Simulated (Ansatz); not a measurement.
# TiC3: the cost of one run

Program: Ansatz 0.2.0. Level of theory: DFT PBE, scalar-relativistic, plane waves, PAW. These are calculated values, not measurements.

## 1. The starting structure

The structure is cubic, space group Pm-3n (No. 223). The conventional cell has a = 4.552 Å, b = 4.552 Å, c = 4.552 Å, α = 90.00°, β = 90.00°, γ = 90.00°. Around Ti (site symmetry m-3) lie 12 C at 2.54 Å. C (site symmetry -4m2) has 2 C at 2.28 Å and 4 Ti at 2.54 Å as nearest neighbours.

Coordinates:

```cif
data_structure
_symmetry_space_group_name_H-M 'Pm-3n'
_symmetry_Int_Tables_number 223
_cell_length_a 4.5520
_cell_length_b 4.5520
_cell_length_c 4.5520
_cell_angle_alpha 90.000
_cell_angle_beta 90.000
_cell_angle_gamma 90.000
_cell_volume 94.32
loop_
_atom_site_label
_atom_site_type_symbol
_atom_site_symmetry_multiplicity
_atom_site_Wyckoff_symbol
_atom_site_fract_x
_atom_site_fract_y
_atom_site_fract_z
_atom_site_occupancy
Ti1 Ti 2 a 0.00000 0.00000 0.00000 1
C1 C 6 c 0.25000 0.00000 0.50000 1
```

The cell is invented: species swapped into a database cell of Mo3Os (Pm-3n, No. 223), with C on the Mo sites and Ti on the Os sites. Lengths come from tabulated atomic sizes and are only a guess.

## 2. Probe: one point on a coarse mesh

input.yaml reads:

```yaml
crystal:
  lattice:
    - [4.55204283, 0.0, 0.0]
    - [0.0, 4.55204283, 0.0]
    - [0.0, 0.0, 4.55204283]
  atoms:
    - { symbol: Ti, position: [0.0, 0.0, 0.0] }
    - { symbol: Ti, position: [0.5, 0.5, 0.5] }
    - { symbol: C, position: [0.25, 0.0, 0.5] }
    - { symbol: C, position: [0.75, 0.0, 0.5] }
    - { symbol: C, position: [0.0, 0.5, 0.25] }
    - { symbol: C, position: [0.0, 0.5, 0.75] }
    - { symbol: C, position: [0.5, 0.75, 0.0] }
    - { symbol: C, position: [0.5, 0.25, 0.0] }
basis:
  ecutwfc: 420
kpoints:
  mp_grid: { grid: [4, 4, 4] }
hamiltonian:
  xc: pbe
scf:
  occupations: { method: gaussian, width: 0.1 }
  lower_state_search: "off"
output:
  forces: true
  stress: true
  eigenvalues: true
```

Run with:

```sh
> ansatz run input.yaml --threads 1 --pin off --max-ram 2560MiB --backend cpu --events-out ev --progress --plain --runs-dir out
```

What time and memory should one allow on 1 thread of Intel Xeon at 2.70GHz, shared host?

About 2.5 s, with a peak of 0.36 GiB.
